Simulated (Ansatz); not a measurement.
**Al: straining the crystal, biaxial strain in the a-b plane**

A series on Al: biaxial strain in the a-b plane, -3 to +3 %; the length and tilt of c and the atoms relax. Wanted: energy, stress and any gap along the series.

Method: DFT PBEsol+D3(BJ), scalar-relativistic, plane waves, PAW, in Ansatz 0.2.0.

2 further runs of the same task are left out: 2 set aside as unsound or not needed.

## 1. Starting point

Symmetry: P6_3/mmc, No. 194, hexagonal system. The conventional cell has a = 2.801 Å, b = 2.801 Å, c = 9.193 Å, α = 90.00°, β = 90.00°, γ = 120.00°. Around Al (site symmetry -3m) lie 12 Al at 2.80 to 2.81 Å. Al (site symmetry -6m2) has 12 Al at 2.80 to 2.81 Å as nearest neighbours.

As a file:

```
Al
1.0
     2.80112    0.00000    0.00000
    -1.40056    2.42584    0.00000
     0.00000    0.00000    9.19283
Al
4
Direct
  0.00000 0.00000 0.00000
  0.33333 0.66667 0.25000
  0.00000 0.00000 0.50000
  0.66667 0.33333 0.75000
```

It goes back to an entry of the Materials Project, which need not be the stable form.

This cell was relaxed beforehand with the same method: volume 15.62 Å³/atom, gap on the mesh none (metal).

The unstrained cell was computed beforehand with the same settings: E(σ→0) = -2099.4604 eV for 4 atoms, gap none (metal).

## 2. At -1.0 %

The input, input.yaml:

```yaml
crystal:
  lattice:
    - [2.7731070894, 0.0, 0.0]
    - [-1.3865535447, 2.4015811868, 0.0]
    - [0.0, 0.0, 9.2479851858]
  atoms:
    - { symbol: Al, position: [0.0, 0.0, 0.0] }
    - { symbol: Al, position: [0.3333333333, 0.6666666667, 0.25] }
    - { symbol: Al, position: [0.0, 0.0, 0.5] }
    - { symbol: Al, position: [0.6666666667, 0.3333333333, 0.75] }
basis:
  ecutwfc: 420
kpoints:
  mp_grid: { grid: [24, 24, 6] }
hamiltonian:
  xc: pbesol
  dispersion: d3bj
scf:
  occupations: { method: gaussian, width: 0.1 }
output:
  forces: true
  stress: true
  eigenvalues: true
relax:
  adjacent_minimum: "off"
  f_tol: 0.008
  max_steps: 40
  cell: { stress_tol: 0.015, fix: [a, b, gamma] }
```

Started as:

```console
$ ansatz run input.yaml --threads 1 --pin off --max-ram 2560MiB --backend cpu --events-out ev --progress --plain --runs-dir out
```

The session goes on with these runs: strain +1.0 %; At -2.0 %; At +2.0 %; strain -3.0 %; At +3.0 %.

Before running it: what results should come out? Wanted: (1/V) d²E/dε² at zero strain, cubic fit; strain of the free axis c per applied strain.

**Answer**, as computed:

| quantity | value |
| --- | --- |
| largest energy cost | 17.6 meV/atom at -3.0 % |
| (1/V) d²E/dε² at zero strain, cubic fit | 362 GPa |
| strain of the free axis c per applied strain | -0.67 |

In words: The curvature of the energy, 362 GPa, is twice the biaxial modulus. Compression by 3 % costs 17.6 meV/atom and stretching 14.2. On this cell's mesh the unstrained reference holds a stress of up to 0.17 GPa. The free axis c moves against the applied strain (factor -0.67).
